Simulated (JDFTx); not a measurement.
# Mg in JDFTx: reference runs

How does Mg come out in PBE? The cell is run as given.

Program: JDFTx 1.7.0 (patched build). These are calculated values, not measurements. Logs are shortened: lines on timing, memory, paths and dates and some standing lists are left out, and cuts for length are marked. The log counts tension as positive stress, the text compression.

## (1) The cell of the first run

The cell holds a slab with vacuum, 5 atoms: a = 3.209 Å, b = 3.209 Å, c = 25.421 Å, α = 90.00°, β = 90.00°, γ = 120.00°.

The slab is cut from a database's or a generator's crystal, which needn't be the stable form of the element.

## (2) Single point, PBE (the (0 0 1) slab of Mg, cut from the database cell, not relaxed)

The input, Mg.in:

```
lattice \
    6.0646442561    -3.0323221281     0.0000000000 \
    0.0000000000     5.2521359906     0.0000000000 \
    0.0000000000     0.0000000000    48.0380853072
coords-type Lattice
ion Mg     0.3333333333     0.6666666666     0.2950356128 0
ion Mg     0.6666666667     0.3333333334     0.3975178064 0
ion Mg     0.3333333333     0.6666666666     0.5000000000 1
ion Mg     0.6666666667     0.3333333334     0.6024821936 1
ion Mg     0.3333333333     0.6666666666     0.7049643872 1

ion-species pseudo/Mg.upf
elec-cutoff 42
elec-ex-corr gga-PBE
kpoint-folding 10 10 1
elec-smearing Fermi 0.0018374661
elec-n-bands 33
electronic-SCF nIterations 100 energyDiffThreshold 1e-08
electronic-minimize nIterations 30 energyDiffThreshold 1e-7
coulomb-interaction Slab 001
coulomb-truncation-embed 0.000000 0.000000 0.500000
converge-empty-states yes
forces-output-coords Cartesian

dump-name run.$VAR
dump End Ecomponents EigStats BandEigs Kpoints Forces Dtot
```

Potentials or basis: PseudoDojo-SR-PBE-0.5-standard.

The run is started by

```sh
$ jdftx -c 1 -i Mg.in -o Mg.out
```

The program printed:

```text
*************** JDFTx 1.7.0 (patched build) ***************

Input parsed successfully to the following command list (including defaults):
[... the input with its defaults ...]

---------- Setting up symmetries ----------

Found 24 point-group symmetries of the bravais lattice
Found 6 space-group symmetries with basis
Applied RMS atom displacement 3.43068e-10 bohrs to make symmetries exact.

---------- Initializing the Grid ----------
R =
[      6.06464     -3.03232            0  ]
[            0      5.25214            0  ]
[            0            0      48.0381  ]
unit cell volume = 1530.13
G =
[    1.03604   0.598155         -0  ]
[          0    1.19631          0  ]
[          0         -0   0.130796  ]
Minimum fftbox size, Smin = [  36  36  284  ]
Chosen fftbox size, S = [  36  36  288  ]

---------- Exchange Correlation functional ----------
Initalized PBE GGA exchange.
Initalized PBE GGA correlation.

---------- Setting up pseudopotentials ----------
Width of ionic core gaussian charges (only for fluid interactions / plotting) set to 0

Reading pseudopotential file 'pseudo/Mg.upf':
  'Mg' pseudopotential, 'PBE' functional
  Generated using ONCVPSP code by D. R. Hamann
  10 valence electrons, 3 orbitals, 4 projectors, 1001 radial grid points, with lMax = 1
    2S    l: 0   occupation:  2.0   eigenvalue: -2.934267
    2P    l: 1   occupation:  6.0   eigenvalue: -1.713025
    3S    l: 0   occupation:  2.0   eigenvalue: -0.172924
  Core radius for overlap checks: 1.50 bohrs.

Initialized 1 species with 5 total atoms.

Folded 1 k-points by 10x10x1 to 100 k-points.

---------- Setting up k-points, bands, fillings ----------
Adding inversion symmetry to k-mesh for non-inversion-symmetric unit cell.
Reduced to 14 k-points under symmetry.
Computing the number of bands and number of electrons
Calculating initial fillings.
nElectrons:  50.000000   nBands: 33   nStates: 14

----- Setting up reduced wavefunction bases (one per k-point) -----
average nbasis = 19892.850 , ideal nbasis = 19892.754

---------- Setting up coulomb interaction ----------
Setting up double-sized grid for truncated Coulomb potentials:
R =
[      6.06464     -3.03232            0  ]
[            0      5.25214            0  ]
[            0            0      96.0762  ]
unit cell volume = 3060.25
G =
[    1.03604   0.598155         -0  ]
[          0    1.19631          0  ]
[          0         -0   0.065398  ]
Chosen fftbox size, S = [  36  36  576  ]
Integer grid location selected as the embedding center:
   Grid: [  0  0  144  ]
   Lattice: [  0  0  0.5  ]
   Cartesian: [  0  0  24.019  ]
Constructing Wigner-Seitz cell: 8 faces (6 quadrilaterals, 2 hexagons)
Range-separation parameter for embedded mesh potentials due to point charges: 0.517799 bohrs.
Initialized slab truncation along lattice direction 001

---------- Setting up 2D ewald sum ----------
Optimum gaussian width for ewald sums = 3.366846 bohr.
Real space sums over 289 unit cells with max indices [  8  8  0  ]
Reciprocal space sums over 81 terms with max indices [  4  4  0  ]

---------- Allocating electronic variables ----------
Initializing wave functions:  linear combination of atomic orbitals
Note: number of bands (33) exceeds available atomic orbitals (25)
Mg pseudo-atom occupations:   s ( 2 2 )  p ( 6 )
	FillingsUpdate:  mu: -0.159107725  nElectrons: 50.000000
LCAOMinimize: Iter:   0  F: -296.5245725076127883  |grad|_K:  1.212e-03  alpha:  1.000e+00
	FillingsUpdate:  mu: -0.100000000  nElectrons: 50.000000
LCAOMinimize: Iter:   1  F: -296.5302680414158658  |grad|_K:  1.718e-04  alpha:  5.524e-01  linmin:  1.792e-02  cgtest: -1.110e-01
	FillingsUpdate:  mu: -0.100000000  nElectrons: 50.000000
[... 4 lines of inner loops ...]
LCAOMinimize: Iter:   4  F: -296.5303762322805596  |grad|_K:  1.225e-06  alpha:  7.791e-01  linmin:  7.275e-05  cgtest:  4.656e-02
	FillingsUpdate:  mu: -0.100000000  nElectrons: 50.000000
LCAOMinimize: Iter:   5  F: -296.5303762387501934  |grad|_K:  4.382e-07  alpha:  5.681e-01  linmin: -3.181e-04  cgtest:  7.326e-03
LCAOMinimize: Converged (|Delta F|<1.000000e-06 for 2 iters).

-------- Electronic minimization -----------
Will mix electronic density at each iteration.
	FillingsUpdate:  mu: -0.100000000  nElectrons: 50.000000
	FillingsUpdate:  mu: -0.278917921  nElectrons: 50.000000
SCF: Cycle:  0   F: -296.085030805368717   dF: +4.453e-01   |Residual|: 1.480e-01   |deigs|: 1.686e-01
	FillingsUpdate:  mu: -0.278954267  nElectrons: 50.000000
SCF: Cycle:  1   F: -296.711266586945328   dF: -6.262e-01   |Residual|: 7.995e-02   |deigs|: 2.256e-02
	FillingsUpdate:  mu: -0.270725755  nElectrons: 50.000000
SCF: Cycle:  2   F: -296.949549442566081   dF: -2.383e-01   |Residual|: 3.090e-02   |deigs|: 1.201e-02
	FillingsUpdate:  mu: -0.266076614  nElectrons: 50.000000
SCF: Cycle:  3   F: -296.948582002006447   dF: +9.674e-04   |Residual|: 1.286e-02   |deigs|: 5.261e-03
	FillingsUpdate:  mu: -0.260850750  nElectrons: 50.000000
SCF: Cycle:  4   F: -296.954230719699638   dF: -5.649e-03   |Residual|: 1.221e-02   |deigs|: 4.187e-03
	FillingsUpdate:  mu: -0.247148966  nElectrons: 50.000000
SCF: Cycle:  5   F: -296.957361369262173   dF: -3.131e-03   |Residual|: 8.430e-03   |deigs|: 1.463e-02
	FillingsUpdate:  mu: -0.238067530  nElectrons: 50.000000
SCF: Cycle:  6   F: -296.957643893631655   dF: -2.825e-04   |Residual|: 6.756e-03   |deigs|: 1.018e-02
	FillingsUpdate:  mu: -0.224768608  nElectrons: 50.000000
SCF: Cycle:  7   F: -296.958771863045001   dF: -1.128e-03   |Residual|: 5.328e-03   |deigs|: 1.381e-02
[... 19 lines left out ...]
SCF: Cycle: 17   F: -296.959393333018284   dF: -1.711e-07   |Residual|: 9.533e-05   |deigs|: 2.345e-04
	FillingsUpdate:  mu: -0.136269348  nElectrons: 50.000000
SCF: Cycle: 18   F: -296.959393443354202   dF: -1.103e-07   |Residual|: 8.776e-05   |deigs|: 1.548e-04
	FillingsUpdate:  mu: -0.136164283  nElectrons: 50.000000
SCF: Cycle: 19   F: -296.959393524278596   dF: -8.092e-08   |Residual|: 8.284e-05   |deigs|: 1.265e-04
	FillingsUpdate:  mu: -0.136091775  nElectrons: 50.000000
SCF: Cycle: 20   F: -296.959393687194734   dF: -1.629e-07   |Residual|: 4.023e-05   |deigs|: 2.333e-04
	FillingsUpdate:  mu: -0.136148418  nElectrons: 50.000000
SCF: Cycle: 21   F: -296.959393729445082   dF: -4.225e-08   |Residual|: 2.210e-05   |deigs|: 1.034e-04
	FillingsUpdate:  mu: -0.136225960  nElectrons: 50.000000
SCF: Cycle: 22   F: -296.959393749381661   dF: -1.994e-08   |Residual|: 1.073e-05   |deigs|: 3.671e-04
	FillingsUpdate:  mu: -0.136244015  nElectrons: 50.000000
SCF: Cycle: 23   F: -296.959393750358174   dF: -9.765e-10   |Residual|: 4.493e-06   |deigs|: 1.345e-04
	FillingsUpdate:  mu: -0.136248287  nElectrons: 50.000000
SCF: Cycle: 24   F: -296.959393750536776   dF: -1.786e-10   |Residual|: 1.522e-06   |deigs|: 9.048e-05
SCF: Converged (|Delta E|<1.000000e-08 for 2 iters).

Setting wave functions to eigenvectors of Hamiltonian
Converging empty states (this may take a while): |deigs|: 5.373e-05

# Ionic positions in lattice coordinates:
ion Mg   0.333333333326667   0.666666666653333   0.295035612800000 0
ion Mg   0.666666666660000   0.333333333320000   0.397517806400000 0
ion Mg   0.333333333326667   0.666666666653333   0.500000000000000 1
ion Mg   0.666666666660000   0.333333333320000   0.602482193600000 1
ion Mg   0.333333333326667   0.666666666653333   0.704964387200000 1

# Forces in Cartesian coordinates:
force Mg   0.000000000000000   0.000000000000000  -0.001282271044188 0
force Mg   0.000000000000000   0.000000000000000  -0.000067233605705 0
force Mg   0.000000000000000  -0.000000000000000   0.000013874609658 1
force Mg   0.000000000000000   0.000000000000000   0.000093214693901 1
force Mg   0.000000000000000  -0.000000000000000   0.001310211659426 1

# Energy components:
   Eewald =    -2116.4647608954746829
       EH =    -1890.7881625283114317
     Eloc =     3670.5161144524536212
      Enl =      -90.1958226260554170
      Exc =      -39.5313717281124255
       KE =      169.5050319225409794
-------------------------------------
     Etot =     -296.9589714029596053
       TS =        0.0004223475771847
-------------------------------------
        F =     -296.9593937505367762

IonicMinimize: Iter:   0  F: -296.959393750536776  |grad|_K:  4.379e-04
IonicMinimize: None of the convergence criteria satisfied after 0 iterations.

#--- Lowdin population analysis ---
# oxidation-state Mg +0.557 +0.526 +0.534 +0.526 +0.557

Dumping 'run.eigStats' ...
	eMin: -2.937969 at state 0 ( [ +0.000000 +0.000000 +0.000000 ] spin 0 )
	HOMO: -0.142028 at state 4 ( [ +0.000000 +0.400000 +0.000000 ] spin 0 )
	mu  : -0.136257
	LUMO: -0.132549 at state 9 ( [ +0.100000 +0.400000 +0.000000 ] spin 0 )
	eMax: +0.113615 at state 6 ( [ +0.100000 +0.100000 +0.000000 ] spin 0 )
	HOMO-LUMO gap: +0.009479
	Optical gap  : +0.016938 at state 13 ( [ +0.300000 +0.300000 +0.000000 ] spin 0 )
Done!
[note: the HOMO, LUMO and gaps printed at the end count levels as full or empty at half filling, so they show a gap where a level is partly filled]
```

Run time: 5 min. Hardware: 1 thread of Intel Xeon 6975P-C (Granite Rapids), shared host; peak memory 0.41 GiB.

What came out:

```yaml
Free_energy: -8080.6768 eV
Largest_force: 0.067 eV/Å
Band_gap_on_the_k_mesh: none (metal or under the smearing width)
Work_function_of_the_upper_face: 3.71 eV
Work_function_of_the_lower_face: 3.71 eV
```

Forces on the atoms (eV/Å):
```
Mg   0.000  0.000 -0.066
Mg   0.000  0.000 -0.003
Mg   0.000  0.000  0.001
Mg   0.000  0.000  0.005
Mg   0.000  0.000  0.067
```

Levels at points of the mesh, in eV from the Fermi level:
| k point | band 23 | band 24 | band 25 | band 26 | band 27 | band 28 |
| --- | --- | --- | --- | --- | --- | --- |
| (0.00, 0.00, 0.00) | -5.30 | -4.10 | -2.57 | -1.14 | 0.77 | 2.36 |
| (0.00, 0.50, 0.00) | -1.55 | -1.40 | -0.86 | -0.26 | 0.57 | 0.73 |

Caveat: forces may be off by hundredths of an eV/Å.
